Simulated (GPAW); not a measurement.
# In3Se (Pm-3m) in GPAW: further runs

The runs below take In3Se through band structure, with PBEsol.

Program: GPAW 26.7.0. These are calculated values, not measurements. Logs are shortened: lines on timing, memory, paths and dates and some standing lists are left out, and cuts for length are marked. The log counts tension as positive stress, the text compression.

## (1) Starting point

It takes space group Pm-3m (No. 221, cubic). Conventional cell: a = 4.804 Å, b = 4.804 Å, c = 4.804 Å, α = 90.00°, β = 90.00°, γ = 90.00°. In (site symmetry 4/mmm) is surrounded by 8 In at 3.40 Å and 4 Se at 3.40 Å. Around Se (site symmetry m-3m) lie 12 In at 3.40 Å.

The cell comes from a database or a generator and needn't be the stable form of this composition.

## (2) Band structure, PBEsol

Input file run.py:

```python
from ase import Atoms
from ase.dft.bandgap import bandgap
from ase.io import write
from ase.units import GPa
from gpaw import GPAW, PW, setup_paths

setup_paths.insert(0, '.')

atoms = Atoms(['In', 'In', 'In', 'Se'],
              cell=[[4.803758, 0.0, 0.0],
                    [0.0, 4.803758, 0.0],
                    [0.0, 0.0, 4.803758]],
              scaled_positions=[[0.5, 0.5, 0.0],
                                [0.5, 0.0, 0.5],
                                [0.0, 0.5, 0.5],
                                [0.0, 0.0, 0.0]],
              pbc=True)

calc = GPAW(mode=PW(600),
            xc='PBEsol',
            kpts={'size': (6, 6, 6), 'gamma': True},
            occupations={'name': 'fermi-dirac', 'width': 0.05},
            nbands=37,
            convergence={'density': 1e-05, 'energy': 1e-05},
            maxiter=150,
            txt='gpaw.txt')
atoms.calc = calc
energy = atoms.get_potential_energy()
forces = atoms.get_forces()
stress = atoms.get_stress()
calc.write('gs.gpw')
write('result.traj', atoms)
print(f'Energy: {energy:.6f} eV')
print('Forces (eV/A):')
print(forces.round(4))
print('Stress (GPa):', (stress / GPa).round(3))
print('Fermi level:', round(calc.get_fermi_level(), 4), 'eV')
print(f'Gap: {bandgap(calc)[0]:.4f} eV, direct: {bandgap(calc, direct=True)[0]:.4f} eV')

path = atoms.cell.bandpath('GXMGRX,MR', npoints=100, eps=1e-4)
bs_calc = calc.fixed_density(kpts=path, symmetry='off', nbands=59,
                             convergence={'bands': 'CBM+6.0', 'eigenstates': 1e-6}, txt='bands.txt')
bs = bs_calc.band_structure()
bs.write('bs.json')
print(f'Gap on the path: {bandgap(bs_calc)[0]:.4f} eV')
```

Potentials or basis: PAW data sets generated in the run's folder for this functional, pw.

Launch:

```
$ gpaw-setup -f PBEsol In Se
$ OMP_NUM_THREADS=1 python run.py
```

gpaw.txt:

```text
__  _  _
 | _ |_)|_||  |
 |__||  | ||/\| - 26.7.0

Input parameters:
  mode=PW(ecut=600.0),
  convergence={'density': 1e-05, 'energy': 1e-05},
  kpts=MonkhorstPack(size=(6, 6, 6), gamma=True),
  maxiter=150,
  nbands=37,
  occupations=Occupations(name='fermi-dirac', width=0.05),
  xc=XC(name='PBEsol')

Diagonalizing LCAO Hamiltonian
Converting LCAO to pw mode
    .-----------.
   /|           |
  / |           |
 *  |           |
 |  |           |
 |In|           |
 |  .--In-------.
 | /           /
 |/     In    /
 Se----------*

Atoms  # Å, Bohr magnetons
|   | symbol |        x |        y |        z |    initial magnetic moments |
|---|--------|----------|----------|----------|-----------------------------|
| 0 |     In | 2.401879 | 2.401879 | 0.000000 | ( 0.0000,  0.0000,  0.0000) |
| 1 |     In | 2.401879 | 0.000000 | 2.401879 | ( 0.0000,  0.0000,  0.0000) |
| 2 |     In | 0.000000 | 2.401879 | 2.401879 | ( 0.0000,  0.0000,  0.0000) |
| 3 |     Se | 0.000000 | 0.000000 | 0.000000 | ( 0.0000,  0.0000,  0.0000) |

Unit cell  # Å
| periodic |        x |        y |        z |  lengths |    angles |
|----------|----------|----------|----------|----------|-----------|
|      yes | 4.803758 | 0.000000 | 0.000000 | 4.803758 | 90.000000 |
|      yes | 0.000000 | 4.803758 | 0.000000 | 4.803758 | 90.000000 |
|      yes | 0.000000 | 0.000000 | 4.803758 | 4.803758 | 90.000000 |

Number of symmetries: 48
Symmetry operations  # r_c * U_cc + t_c -> r_c
|    | kind |            matrix            |
|----|------|------------------------------|
|  0 |  E   |  1, 0, 0,  0, 1, 0,  0, 0, 1 |
|  1 |  σ   |  1, 0, 0,  0, 1, 0,  0, 0,-1 |
|  2 |  σ   |  1, 0, 0,  0, 0, 1,  0, 1, 0 |
|  3 |  C4  |  1, 0, 0,  0, 0, 1,  0,-1, 0 |
|  4 |  C4  |  1, 0, 0,  0, 0,-1,  0, 1, 0 |
|  5 |  σ   |  1, 0, 0,  0, 0,-1,  0,-1, 0 |
|  6 |  σ   |  1, 0, 0,  0,-1, 0,  0, 0, 1 |
|  7 |  C2  |  1, 0, 0,  0,-1, 0,  0, 0,-1 |
|  8 |  σ   |  0, 1, 0,  1, 0, 0,  0, 0, 1 |
|  9 |  C2  |  0, 1, 0,  1, 0, 0,  0, 0,-1 |
| 10 |  C3  |  0, 1, 0,  0, 0, 1,  1, 0, 0 |
| 11 |  S6  |  0, 1, 0,  0, 0, 1, -1, 0, 0 |
| 12 |  S6  |  0, 1, 0,  0, 0,-1,  1, 0, 0 |
| 13 |  C3  |  0, 1, 0,  0, 0,-1, -1, 0, 0 |
| 14 |  C4  |  0, 1, 0, -1, 0, 0,  0, 0, 1 |
| 15 |  S4  |  0, 1, 0, -1, 0, 0,  0, 0,-1 |
| 16 |  C3  |  0, 0, 1,  1, 0, 0,  0, 1, 0 |
| 17 |  S6  |  0, 0, 1,  1, 0, 0,  0,-1, 0 |
| 18 |  σ   |  0, 0, 1,  0, 1, 0,  1, 0, 0 |
| 19 |  C4  |  0, 0, 1,  0, 1, 0, -1, 0, 0 |
| 20 |  C2  |  0, 0, 1,  0,-1, 0,  1, 0, 0 |
| 21 |  S4  |  0, 0, 1,  0,-1, 0, -1, 0, 0 |
| 22 |  S6  |  0, 0, 1, -1, 0, 0,  0, 1, 0 |
| 23 |  C3  |  0, 0, 1, -1, 0, 0,  0,-1, 0 |
| 24 |  S6  |  0, 0,-1,  1, 0, 0,  0, 1, 0 |
| 25 |  C3  |  0, 0,-1,  1, 0, 0,  0,-1, 0 |
| 26 |  C4  |  0, 0,-1,  0, 1, 0,  1, 0, 0 |
| 27 |  σ   |  0, 0,-1,  0, 1, 0, -1, 0, 0 |
| 28 |  S4  |  0, 0,-1,  0,-1, 0,  1, 0, 0 |
| 29 |  C2  |  0, 0,-1,  0,-1, 0, -1, 0, 0 |
| 30 |  C3  |  0, 0,-1, -1, 0, 0,  0, 1, 0 |
| 31 |  S6  |  0, 0,-1, -1, 0, 0,  0,-1, 0 |
| 32 |  C4  |  0,-1, 0,  1, 0, 0,  0, 0, 1 |
| 33 |  S4  |  0,-1, 0,  1, 0, 0,  0, 0,-1 |
| 34 |  S6  |  0,-1, 0,  0, 0, 1,  1, 0, 0 |
| 35 |  C3  |  0,-1, 0,  0, 0, 1, -1, 0, 0 |
| 36 |  C3  |  0,-1, 0,  0, 0,-1,  1, 0, 0 |
| 37 |  S6  |  0,-1, 0,  0, 0,-1, -1, 0, 0 |
| 38 |  σ   |  0,-1, 0, -1, 0, 0,  0, 0, 1 |
| 39 |  C2  |  0,-1, 0, -1, 0, 0,  0, 0,-1 |
| 40 |  σ   | -1, 0, 0,  0, 1, 0,  0, 0, 1 |
| 41 |  C2  | -1, 0, 0,  0, 1, 0,  0, 0,-1 |
| 42 |  C2  | -1, 0, 0,  0, 0, 1,  0, 1, 0 |
| 43 |  S4  | -1, 0, 0,  0, 0, 1,  0,-1, 0 |
| 44 |  S4  | -1, 0, 0,  0, 0,-1,  0, 1, 0 |
| 45 |  C2  | -1, 0, 0,  0, 0,-1,  0,-1, 0 |
| 46 |  C2  | -1, 0, 0,  0,-1, 0,  0, 0, 1 |
| 47 |  i   | -1, 0, 0,  0,-1, 0,  0, 0,-1 |

BZ-sampling:
  Number of BZ points: 216
  Number of IBZ points: 20

  Monkhorst-Pack size: [6, 6, 6]
  Monkhorst-Pack shift: [0.08333333333333333, 0.08333333333333333, 0.08333333333333333]

K-points  # in reciprocal-cell coordinates
|     |                                coordinates |     weight |
|-----|--------------------------------------------|------------|
|   0 | (  0.00000000,   0.00000000,   0.00000000) | 0.00462963 |
|   1 | (  0.16666667,   0.00000000,   0.00000000) | 0.02777778 |
|   2 | (  0.16666667,   0.16666667,   0.00000000) | 0.05555556 |
|   3 | (  0.16666667,   0.16666667,   0.16666667) | 0.03703704 |
|   4 | (  0.33333333,   0.00000000,   0.00000000) | 0.02777778 |
|   5 | (  0.33333333,   0.16666667,   0.00000000) | 0.11111111 |
|   6 | (  0.33333333,   0.16666667,   0.16666667) | 0.11111111 |
|   7 | (  0.33333333,   0.33333333,   0.00000000) | 0.05555556 |
|   8 | (  0.33333333,   0.33333333,   0.16666667) | 0.11111111 |
|   9 | (  0.33333333,   0.33333333,   0.33333333) | 0.03703704 |
| ... |                                            |            |
|  19 | (  0.50000000,   0.50000000,   0.50000000) | 0.00462963 |

Plane wave coefficients: 3755
Cutoff: 600.0 eV

Spin-components: 1 (collinear spins)
Bands:           37
Projectors:      23
Spin-degeneracy: 2
Datatype:        complex128

Parallelization:
  kpt:    1
  domain: 1
  band:   1

Density:
  Valence electrons: 45.0
  Components: 1
  Grid points: [28 28 28]
  Charge: 0.0  # |e|

Potential:
  Grid points: [28 28 28]

species:
  In:
    name:    Indium
    Z:       49.0
    valence: 13
    core:    36
    charge:  0.0  # [|e|]
    compensation charges:
      type: gauss
      rc: 0.36  # [Å]
      lmax: 2
    cutoffs:
      filter: 2.09  # [Å]
      core: 2.48  # [Å]
    projectors
    | kind |    occ | energy [eV] | rcut [Å] |
    |------|--------|-------------|----------|
    |   5s |  2.000 |      -8.248 |    1.185 |
    |   5p |  1.000 |      -2.521 |    1.244 |
    |   4d | 10.000 |     -18.596 |    1.148 |
    |    s |        |      18.964 |    1.185 |
    |    p |        |      24.691 |    1.244 |
    |    d |        |       8.615 |    1.148 |

    Using partial waves for In as LCAO basis

  Se:
    name:    Selenium
    Z:       34.0
    valence: 6
    core:    28
    charge:  0.0  # [|e|]
    compensation charges:
      type: gauss
      rc: 0.27  # [Å]
      lmax: 2
    cutoffs:
      filter: 1.77  # [Å]
      core: 2.67  # [Å]
    projectors
    | kind |    occ | energy [eV] | rcut [Å] |
    |------|--------|-------------|----------|
    |   4s |  2.000 |     -17.281 |    0.847 |
    |   4p |  4.000 |      -6.511 |    1.005 |
    |    s |        |       9.930 |    0.847 |
    |    p |        |      20.700 |    1.005 |
    |    d |        |       0.000 |    0.847 |

    Using partial waves for Se as LCAO basis

Reference energy: -545766.159273  # eV

eigensolver:
[... 26 lines left out ...]
convergence criteria:
- Maximum integral of absolute [dens]ity change: 1e-05 electrons / valence electron
- Maximum [total energy] change in last 3 cyles: 1e-05 eV / valence electron
- Maximum integral of absolute [eigenst]ate change: 4e-08 eV^2 / valence electron
maximum number of iterations: 150

SCF iterations
|iter     | |      energy | eigst |  dens |
|---------|-|-------------|-------|-------|
|iter:   1| |  -13.999976 | -0.06 |       |
|iter:   2| |  -13.969871 | -2.04 | -1.50 |
|iter:   3| |  -13.770076 | -2.55 | -1.55 |
|iter:   4| |  -13.760256 | -3.92 | -1.95 |
|iter:   5| |  -13.758932 | -4.39 | -2.40 |
|iter:   6| |  -13.758953 | -5.66 | -3.30 |
|iter:   7| |  -13.758964c| -5.95 | -3.69 |
|iter:   8| |  -13.758964c| -7.66c| -4.70 |
|iter:   9| |  -13.758964c| -7.82c| -5.24c|

Converged in 9 steps
Energy contributions relative to reference atoms: (reference = -545766.159273)

Energy contributions:
  Kinetic:          32.616571
  Coulomb:         -32.354417
  Zero:              0.443757
  External:          0.000000
  Xc:              -14.458691
  Entropy:          -0.012368
  Spinorbit:         0.000000
  ----------------------------
  Free energy:     -13.765148
  Extrapolated:    -13.758964

dipole moment: (-33.983234, -33.983234, -33.983234)  # |e|*Ang

Fermi level: 5.910
Eigenvalues  # (at kpt = [0.000, 0.000, 0.000])
| band index |      eig [eV] | occ [0-2] |
|------------|---------------|-----------|
|          0 |        -8.760 |     2.000 |
|        ... |               |           |
|         14 |        -8.317 |     2.000 |
|         15 |        -6.886 |     2.000 |
|         16 |        -1.298 |     2.000 |
|         17 |         2.591 |     2.000 |
|         18 |         2.591 |     2.000 |
|         19 |         2.591 |     2.000 |
[... 8 lines left out ...]
|         28 |        11.120 |     0.000 |
|         29 |        12.667 |     0.000 |
|        ... |               |           |
|         36 |        14.172 |     0.000 |

No gap
No difference between direct/indirect transitions

Forces  # eV/Ang
|        x |        y |        z |
|----------|----------|----------|
| -0.00000 | -0.00000 |  0.00000 |  # In   0
| -0.00000 | -0.00000 | -0.00000 |  # In   1
| -0.00000 | -0.00000 | -0.00000 |  # In   2
| -0.00000 | -0.00000 |  0.00000 |  # Se   3

Stress tensor  # eV/Ang^3
|        x |        y |        z |
|----------|----------|----------|
| 0.019803 | 0.000000 | 0.000000 |
| 0.000000 | 0.019803 | 0.000000 |
| 0.000000 | 0.000000 | 0.019803 |

# Writing to gs.gpw (mode='')
```

It took 4.4 min on 1 thread of Arm Neoverse V2, shared host; peak memory 0.7 GiB.

Results:

* Free energy: -13.7651 eV
* Pressure: -3.2 GPa
* Band gap along the path: none (metal or under the smearing width)

Levels at the corners of the path, in eV from the Fermi level:
```tsv
point	band 19	band 20	band 21	band 22	band 23	band 24	band 25	band 26	band 27	band 28
Γ	-3.32	-3.32	-2.29	-2.29	1.05	1.05	1.05	4.08	4.08	4.08
X	-2.49	-2.49	-1.74	-1.09	-0.18	-0.18	1.30	3.62	3.67	3.67
M	-5.76	-1.99	-0.95	-0.75	-0.75	1.31	1.69	1.69	1.80	4.64
Γ	-3.32	-3.32	-2.29	-2.29	1.05	1.05	1.05	4.08	4.08	4.08
R	-4.40	-4.22	-4.22	-4.22	-3.27	2.92	2.92	2.92	7.84	7.87
X	-2.49	-2.49	-1.74	-1.09	-0.18	-0.18	1.30	3.62	3.67	3.67
M	-5.76	-1.99	-0.95	-0.75	-0.75	1.31	1.69	1.69	1.80	4.64
R	-4.40	-4.22	-4.22	-4.22	-3.27	2.92	2.92	2.92	7.84	7.87
```

Caveat: spin-orbit coupling is left out, which moves the levels of the heavy elements.

## (3) Band structure, PBEsol, spin-orbit coupling, no magnetisation

Edit run.py of step 2 so:

```diff
@@ -1 +1,2 @@
+import numpy as np
 from ase import Atoms
@@ -5,2 +6,3 @@
 from gpaw import GPAW, PW, setup_paths
+from gpaw.spinorbit import soc_eigenstates
 
@@ -45 +47,7 @@
 print(f'Gap on the path: {bandgap(bs_calc)[0]:.4f} eV')
+
+soc = soc_eigenstates(bs_calc, theta=90, phi=0)
+np.savetxt('soc_bands.dat', soc.eigenvalues(), fmt='%.4f')
+mesh = soc_eigenstates('gs.gpw', theta=90, phi=0)
+np.savetxt('soc_mesh.dat', mesh.eigenvalues(), fmt='%.4f')
+print('Fermi level with spin-orbit coupling:', round(mesh.fermi_level, 4), 'eV')
```

Potentials or basis: PAW data sets generated in the run's folder for this functional, pw.

Launch:

```
$ gpaw-setup -f PBEsol In Se
$ OMP_NUM_THREADS=1 python run.py
```

gpaw.txt:

```text
__  _  _
 | _ |_)|_||  |
 |__||  | ||/\| - 26.7.0

Input parameters:
  mode=PW(ecut=600.0),
  convergence={'density': 1e-05, 'energy': 1e-05},
  kpts=MonkhorstPack(size=(6, 6, 6), gamma=True),
  maxiter=150,
  nbands=37,
  occupations=Occupations(name='fermi-dirac', width=0.05),
  xc=XC(name='PBEsol')

Diagonalizing LCAO Hamiltonian
Converting LCAO to pw mode
    .-----------.
   /|           |
  / |           |
 *  |           |
 |  |           |
 |In|           |
 |  .--In-------.
 | /           /
 |/     In    /
 Se----------*

Atoms  # Å, Bohr magnetons
|   | symbol |        x |        y |        z |    initial magnetic moments |
|---|--------|----------|----------|----------|-----------------------------|
| 0 |     In | 2.401879 | 2.401879 | 0.000000 | ( 0.0000,  0.0000,  0.0000) |
| 1 |     In | 2.401879 | 0.000000 | 2.401879 | ( 0.0000,  0.0000,  0.0000) |
[... 206 lines left out ...]

Converged in 9 steps
Energy contributions relative to reference atoms: (reference = -545766.159273)

Energy contributions:
  Kinetic:          32.616571
  Coulomb:         -32.354417
  Zero:              0.443757
  External:          0.000000
  Xc:              -14.458691
  Entropy:          -0.012368
  Spinorbit:         0.000000
  ----------------------------
  Free energy:     -13.765148
  Extrapolated:    -13.758964

dipole moment: (-33.983234, -33.983234, -33.983234)  # |e|*Ang

Fermi level: 5.910
Eigenvalues  # (at kpt = [0.000, 0.000, 0.000])
| band index |      eig [eV] | occ [0-2] |
|------------|---------------|-----------|
|          0 |        -8.760 |     2.000 |
|        ... |               |           |
|         14 |        -8.317 |     2.000 |
|         15 |        -6.886 |     2.000 |
|         16 |        -1.298 |     2.000 |
|         17 |         2.591 |     2.000 |
|         18 |         2.591 |     2.000 |
|         19 |         2.591 |     2.000 |
[... 8 lines left out ...]
|         28 |        11.120 |     0.000 |
|         29 |        12.667 |     0.000 |
|        ... |               |           |
|         36 |        14.172 |     0.000 |

No gap
No difference between direct/indirect transitions

Forces  # eV/Ang
|        x |        y |        z |
|----------|----------|----------|
| -0.00000 | -0.00000 |  0.00000 |  # In   0
| -0.00000 | -0.00000 | -0.00000 |  # In   1
| -0.00000 | -0.00000 | -0.00000 |  # In   2
| -0.00000 | -0.00000 |  0.00000 |  # Se   3

Stress tensor  # eV/Ang^3
|        x |        y |        z |
|----------|----------|----------|
| 0.019803 | 0.000000 | 0.000000 |
| 0.000000 | 0.019803 | 0.000000 |
| 0.000000 | 0.000000 | 0.019803 |

# Writing to gs.gpw (mode='')
```

It took 4.4 min on 1 thread of Arm Neoverse V2, shared host; peak memory 0.8 GiB.

What came out:

```
Free energy             : -13.7651 eV
Pressure                : -3.2 GPa
Band gap along the path : none (metal or under the smearing width)
```

Levels at the corners of the path, in eV from the Fermi level:
```
point  band 42  band 43  band 44  band 45  band 46  band 47  band 48  band 49  band 50  band 51
    Γ    -2.28    -2.28    -2.28     1.05     1.05     1.05     1.05     1.06     1.06     4.00
    X    -1.74    -1.06    -1.06    -0.34    -0.34    -0.03    -0.03     1.33     1.33     3.30
    M    -0.96    -0.81    -0.81    -0.66    -0.66     1.28     1.28     1.70     1.70     1.72
    Γ    -2.28    -2.28    -2.28     1.05     1.05     1.05     1.05     1.06     1.06     4.00
    R    -4.19    -4.19    -4.19    -3.27    -3.27     2.83     2.83     2.97     2.97     2.97
    X    -1.74    -1.06    -1.06    -0.34    -0.34    -0.03    -0.03     1.33     1.33     3.30
    M    -0.96    -0.81    -0.81    -0.66    -0.66     1.28     1.28     1.70     1.70     1.72
    R    -4.19    -4.19    -4.19    -3.27    -3.27     2.83     2.83     2.97     2.97     2.97
```

Caveat: spin-orbit coupling was added after a scalar SCF, so levels and gaps hold it while energy, forces, pressure and moments don't; this program's spin-orbit splittings come out too wide for heavy elements.
